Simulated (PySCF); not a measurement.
# C2H7Ge radical: fields and orbitals

Aim: take C2H7Ge radical and measure its response to a uniform field, analyse its density (charges, bond critical points, surface potential) and see where an electron leaves and enters.

Computed with PySCF 2.14.0. Level: levels as typed in each script, gas phase, geometry from GFN2-xTB.

### 1 The system as given

SMILES `[CH2][CH2][GeH3]`, 10 atoms, charge 0, spin multiplicity 2.

Bond lengths: C1–C2 1.450 Å, C1–H4 1.071 Å, C1–H5 1.075 Å, C2–Ge3 2.032 Å, C2–H6 1.093 Å, C2–H7 1.089 Å, Ge3–H8 1.507 Å, Ge3–H9 1.496 Å, Ge3–H10 1.498 Å. Angles: C2–C1–H4 120.8°, C2–C1–H5 120.6°, H4–C1–H5 118.3°, C1–C2–Ge3 110.5°, C1–C2–H6 112.3°, C1–C2–H7 112.4°, Ge3–C2–H6 105.9°, Ge3–C2–H7 106.1°, H6–C2–H7 109.3°, C2–Ge3–H8 114.4°, C2–Ge3–H9 110.5°, C2–Ge3–H10 110.3°, H8–Ge3–H9 107.9°, H8–Ge3–H10 107.0°, H9–Ge3–H10 106.4°.

Coordinates:

```
C     2.1275    0.3996   -0.0022
C     1.1625   -0.6820    0.0011
Ge   -0.7313    0.0552    0.0005
H     2.4479    0.8448   -0.9217
H     2.4465    0.8510    0.9203
H     1.2410   -1.3048    0.8954
H     1.2423   -1.3108   -0.8841
H    -1.8087   -0.9990   -0.0106
H    -0.9548    0.9277    1.1955
H    -0.9530    0.9197   -1.2027
```

### 2 Response to an electric field (BLYP/def2-svpd)

Contents of input.py:

```python
import numpy as np
from pyscf import gto, scf, dft
from pyscf.scf import atom_ks, atom_hf
from scipy.linalg import block_diag

def solve(mol, dm0=None, hcore=None):
    mf = (dft.UKS if mol.spin else dft.RKS)(mol, xc='blyp')
    mf.grids.level = 3
    mf = mf.density_fit(auxbasis='def2-universal-jkfit')
    mf.conv_tol, mf.max_cycle = 1e-8, 80
    if hcore is not None:
        mf.get_hcore = lambda *args: hcore
    mf.kernel(dm0)
    if not mf.converged:
        mf = mf.newton().run(mf.mo_coeff, mf.mo_occ, max_cycle=30)
    assert mf.converged, 'SCF not converged'
    return mf

mol = gto.M(atom='''
C      2.12752     0.39960    -0.00222
C      1.16248    -0.68200     0.00106
Ge    -0.73128     0.05518     0.00047
H      2.44787     0.84484    -0.92174
H      2.44645     0.85104     0.92034
H      1.24096    -1.30479     0.89539
H      1.24233    -1.31078    -0.88413
H     -1.80874    -0.99901    -0.01064
H     -0.95485     0.92773     1.19552
H     -0.95300     0.91966    -1.20267
''', basis='def2-svpd', charge=0, spin=1, verbose=4)
field = np.array([0.0, 0.01, 0.0])  # atomic units
mol.set_common_orig(mol.atom_charges() @ mol.atom_coords() / mol.atom_charges().sum())
mf = solve(mol)
out = dict(dm0=mf.make_rdm1(), d0=mf.dip_moment(unit='AU'), e0=mf.e_tot)
for name, sign in (('p', 1), ('m', -1)):
    h = mf.get_hcore() + sign * np.einsum('x,xij->ij', field, mol.intor('int1e_r'))
    mi = solve(mol, mf.make_rdm1(), h)
    out.update({'dm' + name: mi.make_rdm1(), 'd' + name: mi.dip_moment(unit='AU'), 'e' + name: mi.e_tot})
# spherically averaged free atoms, for the promolecule
atm = atom_ks.get_atm_nrks(mol, xc='blyp')
pro = block_diag(*[(atm[a[0]][2] * atm[a[0]][3]) @ atm[a[0]][2].T for a in mol._atom])
np.savez('result.npz', pro=pro, **out)
```

Started as:

```sh
$ OMP_NUM_THREADS=1 python input.py
```

### 4 Density, bond paths and surface potential (BP86/def2-svpd)

Contents of input.py:

```python
import numpy as np
from pyscf import gto, scf, dft
from pyscf.scf import atom_ks, atom_hf
from scipy.linalg import block_diag

def solve(mol, dm0=None, hcore=None):
    mf = (dft.UKS if mol.spin else dft.RKS)(mol, xc='bp86')
    mf.grids.level = 3
    mf = mf.density_fit(auxbasis='def2-universal-jkfit')
    mf.conv_tol, mf.max_cycle = 1e-8, 80
    if hcore is not None:
        mf.get_hcore = lambda *args: hcore
    mf.kernel(dm0)
    if not mf.converged:
        mf = mf.newton().run(mf.mo_coeff, mf.mo_occ, max_cycle=30)
    assert mf.converged, 'SCF not converged'
    return mf

mol = gto.M(atom='''
C      2.12752     0.39960    -0.00222
C      1.16248    -0.68200     0.00106
Ge    -0.73128     0.05518     0.00047
H      2.44787     0.84484    -0.92174
H      2.44645     0.85104     0.92034
H      1.24096    -1.30479     0.89539
H      1.24233    -1.31078    -0.88413
H     -1.80874    -0.99901    -0.01064
H     -0.95485     0.92773     1.19552
H     -0.95300     0.91966    -1.20267
''', basis='def2-svpd', charge=0, spin=1, verbose=4)
mf = solve(mol)
mf.analyze()
# spherically averaged free atoms, for the promolecule
atm = atom_ks.get_atm_nrks(mol, xc='bp86')
pro = block_diag(*[(atm[a[0]][2] * atm[a[0]][3]) @ atm[a[0]][2].T for a in mol._atom])
np.savez('result.npz', e=mf.e_tot, c=mf.mo_coeff, occ=mf.mo_occ, eps=mf.mo_energy, pro=pro, dip=mf.dip_moment(verbose=0), s2=mf.spin_square()[0])
```

### 6 Removing and adding an electron (TPSS/def2-svpd)

Contents of input.py:

```python
import numpy as np
from pyscf import gto, scf, dft
from pyscf.scf import atom_ks, atom_hf
from scipy.linalg import block_diag

def solve(mol, dm0=None, hcore=None):
    mf = (dft.UKS if mol.spin else dft.RKS)(mol, xc='tpss')
    mf.grids.level = 3
    mf = mf.density_fit(auxbasis='def2-universal-jkfit')
    mf.conv_tol, mf.max_cycle = 1e-8, 80
    if hcore is not None:
        mf.get_hcore = lambda *args: hcore
    mf.kernel(dm0)
    if not mf.converged:
        mf = mf.newton().run(mf.mo_coeff, mf.mo_occ, max_cycle=30)
    assert mf.converged, 'SCF not converged'
    return mf

mol = gto.M(atom='''
C      2.12752     0.39960    -0.00222
C      1.16248    -0.68200     0.00106
Ge    -0.73128     0.05518     0.00047
H      2.44787     0.84484    -0.92174
H      2.44645     0.85104     0.92034
H      1.24096    -1.30479     0.89539
H      1.24233    -1.31078    -0.88413
H     -1.80874    -0.99901    -0.01064
H     -0.95485     0.92773     1.19552
H     -0.95300     0.91966    -1.20267
''', basis='def2-svpd', charge=0, spin=1, verbose=4)
mf = solve(mol)
out = dict(e0=mf.e_tot, dm0=mf.make_rdm1(), c=mf.mo_coeff, occ=mf.mo_occ, eps=mf.mo_energy)
for name, dq, spin in [('cation', 1, 0), ('anion', -1, 0)]:
    ion = mol.copy().set(charge=mol.charge + dq, spin=spin).build()
    mi = solve(ion)
    if spin and dq > 0 and mol.nao < 130:
        c, _, stable, _ = mi.stability(return_status=True)
        if not stable:
            mi = solve(ion, mi.make_rdm1(c, mi.mo_occ))
    print(name, 'vertical energy change / eV', (mi.e_tot - mf.e_tot) * 27.211386)
    out.update({'e_' + name: mi.e_tot, 'dm_' + name: mi.make_rdm1(), 's2_' + name: mi.spin_square()[0], 'eps_' + name: mi.mo_energy, 'occ_' + name: mi.mo_occ})
# spherically averaged free atoms, for the promolecule
atm = atom_ks.get_atm_nrks(mol, xc='tpss')
pro = block_diag(*[(atm[a[0]][2] * atm[a[0]][3]) @ atm[a[0]][2].T for a in mol._atom])
np.savez('result.npz', pro=pro, **out)
```

(Steps that only read results are left out.)

Before running it: what results should come out? Wanted: polarisability along the field; dipole moment; HOMO, LUMO; vertical ionisation energy; vertical electron affinity.

The runs gave:

| quantity | value |
| --- | --- |
| polarisability along the field (BLYP/def2-svpd) | 56.4 bohr³ |
| dipole moment (BP86/def2-svpd) | 0.55 D |
| HOMO, LUMO (BP86/def2-svpd) | -4.41, -2.68 eV |
| vertical ionisation energy (TPSS/def2-svpd) | 7.55 eV |
| vertical electron affinity (TPSS/def2-svpd) | -0.14 eV |

**Reading.** At BP86/def2-svpd: The highest Hirshfeld charge is on Ge3 (+0.27 e), the lowest on C2 (−0.12 e). The ionisation energy from two SCF runs, 7.55 eV, lies 3.1 eV above −ε(HOMO) = 4.42 eV of the same level, TPSS/def2-svpd, since self-interaction lifts this functional's HOMO. The geometry was not optimised at these levels.
